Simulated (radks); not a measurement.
# V³⁺ in [Ne] 3s1.75 3p6 3d2 4d0.25: an all-electron calculation

The task here is to estimate one member of a computed series from the others.

Program: radks (a radial shooting solver on a logarithmic mesh, Libxc functionals) version 1. Level of theory: non-relativistic Kohn-Sham, BP86, spin-polarised, spherical densities, point nucleus; open shells are filled with parallel spins first. These are calculated values, not measurements, unless marked.

## What is computed

| Item | Value |
| --- | --- |
| element | vanadium (Z = 23) |
| charge | +3 |
| electrons | 20 |
| configuration | [Ne] 3s1.75 3p6 3d2 4d0.25 |

The first run:

Settings of this run:

```text
Z 23
configuration [Ne] 3s1.75 3p6 3d2 4d0.25 4s0 4p0
relativity non-relativistic
functional b88,p86
spin polarised
nucleus point
```

Steps of the session up to this table: Self-consistent calculation.

One of the session's tables, all rows but one given; the rest of the session is left out.

It belongs to the step «Shells». Sizes of the orbitals, from the radial functions (bohr):

| level | <r> | outermost maximum (interpolated) | 90 % within | nodes |
| --- | --- | --- | --- | --- |
| 1s up | 0.06704 | 0.0441 | 0.119 | 0 |
| 1s down | 0.06704 | 0.0441 | 0.119 | 0 |
| 2s up | 0.3111 | 0.258 | 0.483 | 1 |
| 2s down | 0.3108 | 0.258 | 0.482 | 1 |
| 2p up | ? | ? | ? | ? |
| 2p down | 0.2748 | 0.209 | 0.451 | 0 |
| 3s up | 0.9392 | 0.820 | 1.40 | 2 |
| 3s down | 0.9416 | 0.821 | 1.40 | 2 |
| 3p up | 0.9874 | 0.838 | 1.51 | 1 |
| 3p down | 0.9914 | 0.839 | 1.52 | 1 |
| 3d up | 1.137 | 0.838 | 1.87 | 0 |
| 3d down | 1.155 | 0.844 | 1.91 | 0 |
| 4s up | 2.497 | 2.24 | 3.63 | 3 |
| 4p up | 2.843 | 2.54 | 4.15 | 2 |
| 4d up | 3.744 | 3.46 | 5.47 | 1 |

Q: Estimate the row for 2p up from the others.

As computed: <r>: 0.2752; outermost maximum (interpolated): 0.209; 90 % within: 0.452; nodes: 0. In the column «<r>» it lies between 2p down (0.2748) and 2s down (0.3108).
